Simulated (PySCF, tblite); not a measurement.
# CH11Ge3N: geometry, infrared bands and NMR shifts

Aim: predict the infrared bands and NMR shifts of CH11Ge3N (`C[NH][GeH]([GeH3])[GeH3]`).

Programs: tblite 0.8.0 and PySCF 2.14.0, with density-fitted response routines of our own. Each step states its level of theory. These are calculated values for one molecule in the gas phase, unless marked as measured. Atoms are numbered from 0 throughout.

### 1 The starting structure

16 atoms, charge 0, multiplicity 1; geometry from: force field or distance geometry start.

Bonds of the start (Å): C0–N1 1.44, N1–Ge2 1.87, Ge2–Ge3 2.38, Ge2–Ge4 2.40, C0–H5 1.12, C0–H6 1.11, C0–H7 1.11, N1–H8 1.05, Ge2–H9 1.55, Ge3–H10 1.54, Ge3–H11 1.56, Ge3–H12 1.55, Ge4–H13 1.54, Ge4–H14 1.56, Ge4–H15 1.55.

### 2 Geometry optimisation with GFN2-xTB

What the job is given:

```
{"job": {"kind": "relax", "xc": "GFN2-xTB", "basis": "xTB"}, "charge": 0, "multiplicity": 1}
C     -1.697800    -1.587700    -0.815900
N     -0.465700    -1.511700    -0.067600
Ge     0.443700     0.063400    -0.494800
Ge     2.612200     0.046700     0.480800
Ge    -0.779300     1.947900     0.354800
H     -2.371800    -0.724100    -0.575800
H     -1.492400    -1.598400    -1.909100
H     -2.235900    -2.517200    -0.550500
H     -0.700400    -1.457200     0.958000
H      0.566600     0.181200    -2.033500
H      3.351600     1.350800     0.131100
H      2.470600    -0.079200     2.030400
H      3.404500    -1.173000    -0.043800
H     -0.929600     1.807100     1.880200
H     -0.002700     3.258300     0.024000
H     -2.181300     2.002100    -0.302500
```

Started as:

```bash
OMP_NUM_THREADS=1 python probes_run.py task.json out
```

This one command runs all jobs of the session in turn.

**Question.** This job is followed by: GFN2-xTB harmonic vibrations, gas phase; GIAO PBE0/pcSseg-1 NMR shielding, non-relativistic, gas phase. What will the session give for the following? strongest single infrared mode (GFN2-xTB); zero-point energy (GFN2-xTB); 13C shifts against TMS (PBE0/pcSseg-1); 1H shifts against TMS (PBE0/pcSseg-1, means over atoms taken as alike); 15N shifts against NH3 (PBE0/pcSseg-1); 73Ge shifts against GeMe4 (PBE0/pcSseg-1, means over atoms taken as alike).

**Answer**, as computed:

| quantity | value |
| --- | --- |
| strongest single infrared mode (GFN2-xTB) | 782 cm⁻¹, 819 km/mol |
| zero-point energy (GFN2-xTB) | 64.3 kcal/mol |
| 13C shifts against TMS (PBE0/pcSseg-1) | 38.4 ppm |
| 1H shifts against TMS (PBE0/pcSseg-1, means over atoms taken as alike) | 5.14, 3.32, 2.83, -0.65 ppm |
| 15N shifts against NH3 (PBE0/pcSseg-1) | 14.3 ppm |
| 73Ge shifts against GeMe4 (PBE0/pcSseg-1, means over atoms taken as alike) | -99, -358 ppm |

In words: Relaxing lowered the energy by 0.419 eV in 101 steps; the close pair that moved most is Ge4–H14, from 1.559 to 1.500 Å. The lowest mode is imaginary (27i cm⁻¹), so the xTB geometry is not a minimum. The strongest single mode, at 782 cm⁻¹, has its largest shares on H10, H11, H12 and H9 (the list is cut at 4 atoms). GFN2-xTB is a fitted tight-binding method: band positions and strengths are rough. Its intensities can rank the bands wrongly. At PBE0/pcSseg-1: Shielding is most anisotropic at Ge2 (span 398 ppm, paramagnetic term -1327 ppm). Spin-orbit coupling is left out, which matters for shieldings and couplings at and beside the heavy atoms.
